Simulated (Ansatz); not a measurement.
# LiP2: the cost of one run

Computed with Ansatz 0.2.0 (DFT PBE, scalar-relativistic, plane waves, PAW, unless a step's input says otherwise).

## Step 1: Starting point

Symmetry: P4/mmm, No. 123, tetragonal system. The conventional cell has a = 4.657 Å, b = 4.657 Å, c = 4.657 Å, α = 90.00°, β = 90.00°, γ = 90.00°. Li (site symmetry 4/mmm) is surrounded by 4 P at 2.33 Å. P (site symmetry mmm) has 2 Li at 2.33 Å as nearest neighbours.

As a file:

```xyz
3
Lattice="4.6569 0.0000 0.0000 0.0000 4.6569 0.0000 0.0000 0.0000 4.6569" Properties=species:S:1:pos:R:3 pbc="T T T"
Li    0.0000    0.0000    0.0000
P     2.3285    0.0000    0.0000
P     0.0000    2.3285    0.0000
```

A structure generator made this guess: ordered vacancies on the anion sites of rhenium trioxide (P4/mmm, No. 123). The dimensions are guesses.

## Step 2: Probe: one point on a coarse mesh

File input.yaml:

```yaml
crystal:
  lattice:
    - [4.65692999, 0.0, 0.0]
    - [0.0, 4.65692999, 0.0]
    - [0.0, 0.0, 4.65692999]
  atoms:
    - { symbol: Li, position: [0.0, 0.0, 0.0] }
    - { symbol: P, position: [0.5, 0.0, 0.0] }
    - { symbol: P, position: [0.0, 0.5, 0.0] }
basis:
  ecutwfc: 420
kpoints:
  mp_grid: { grid: [4, 4, 4] }
hamiltonian:
  xc: pbe
scf:
  occupations: { method: gaussian, width: 0.1 }
  lower_state_search: "off"
output:
  forces: true
  stress: true
  eigenvalues: true
```

On the command line:

```sh
> ansatz run input.yaml --threads 1 --pin off --max-ram 2048MiB --backend cpu --events-out ev --progress --plain --runs-dir out
```

**Question.** How long does this run take on 1 thread of Arm Neoverse N1, shared host, and how much memory does it need?

About 2.7 s, with a peak of 0.3 GiB.
